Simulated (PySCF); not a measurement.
**MoO(OH)₂: relaxation and vibrations of the triplet**

Where does triplet MoO(OH)₂ go from a trigonal pyramidal start, is the end point a minimum, and what are its modes, charges and moments?

The runs use PySCF 2.14.0; PBE0, basis Mo def2-TZVP with ECP28, O def2-TZVP, H def2-TZVP, scalar-relativistic core potentials, no spin–orbit coupling, density fitting.

## 1. The system as given

6 atoms, charge 0, spin multiplicity 3.

Bond lengths: Mo1–O2 1.780 Å, Mo1–O3 2.010 Å, Mo1–O4 2.010 Å, O3–H5 0.960 Å, O4–H6 0.960 Å. Angles: O2–Mo1–O3 99.8°, O2–Mo1–O4 99.8°, O3–Mo1–O4 99.8°, Mo1–O3–H5 130.0°, Mo1–O4–H6 130.0°.

```xyz
6
charge 0 multiplicity 3
Mo    0.0000    0.0000    0.0000
O     1.5716    0.0000    0.8357
O    -0.8874    1.5370    0.9436
O    -0.8874   -1.5370    0.9436
H    -0.5229    2.3765    1.2333
H    -1.7967   -1.6411    1.2333
```

## 2. Finding the electronic state

One driver script runs all steps and calls PySCF; scf.py shows how it sets up the SCF of each step. The optimiser is the driver's own. After this first run the driver tries any further starts and a stability analysis.

scf.py

```python
from pyscf import gto, scf, dft
mol = gto.M(atom='''
Mo     0.000000     0.000000     0.000000
O      1.571600     0.000000     0.835700
O     -0.887400     1.537000     0.943600
O     -0.887400    -1.537000     0.943600
H     -0.522900     2.376500     1.233300
H     -1.796700    -1.641100     1.233300''',
    basis={'Mo': 'def2-TZVP', 'O': 'def2-TZVP', 'H': 'def2-TZVP'},
    ecp={'Mo': 'def2-TZVP'},
    charge=0, spin=2)
mf = dft.UKS(mol, xc='PBE0')
mf.grids.atom_grid = (50, 194)
aux = {'Mo': 'def2-universal-JKFIT', 'O': 'def2-universal-JKFIT', 'H': 'def2-universal-JKFIT'}
mf = mf.density_fit(auxbasis=aux)
mf.conv_tol = 1e-08
mf.diis_space = 10
mf.max_cycle = 60
mf.init_guess = 'minao'
mf.verbose = 4
mf.kernel()
```

Started as:

```bash
$ OMP_NUM_THREADS=4 python axn.py task.json out
```

After this run come: Relaxing the triplet from the trigonal pyramidal start; Frequencies.

What does the calculation give? Wanted: minimum; geometry; wavenumbers; dipole moment; highest occupied, lowest empty level; polar-tensor charge of Mo1; zero-point energy; atomisation energy; ⟨S²⟩.

The runs gave:

```
                                          quantity                                                                                                                                  value
                                           minimum                                                                                                                            triplet, C1
                                          geometry  Mo–O 1.667 Å, Mo–O 1.898 Å, Mo–O 1.901 Å, O–H 0.959 Å (×2); H–O–Mo 125.6°, H–O–Mo 130.1°, O–Mo–O 113.2°, O–Mo–O 120.5°, O–Mo–O 126.0°
                                wavenumbers (cm⁻¹)                           77 (a), 168 (a), 179 (a), 226 (a), 255 (a), 544 (a), 619 (a), 688 (a), 710 (a), 1050 (a), 3889 (a), 3924 (a)
                                     dipole moment                                                                                                                                 1.73 D
highest occupied, lowest empty level (either spin)                                                                                                                        -6.35, -2.56 eV
                        polar-tensor charge of Mo1                                                                                                                                +1.97 e
                                 zero-point energy                                                                                                                            73.7 kJ/mol
                               entropy at 298.15 K                                                                                                                        346.0 J/(mol K)
         atomisation energy (no zero-point energy)                                                                                                                            2258 kJ/mol
                                              ⟨S²⟩                                                                                                                                  2.017
```

**Reading.** The trigonal pyramidal start ends in a minimum without symmetry. The strongest infrared band lies at 1050 cm⁻¹ (a). Most of the spin sits on Mo1 (Mulliken spin 2.06, against 2 for the whole molecule). Only this shape and spin were tried, so other structures or states may lie lower. One determinant may miss the lowest occupation of an open d or f shell.
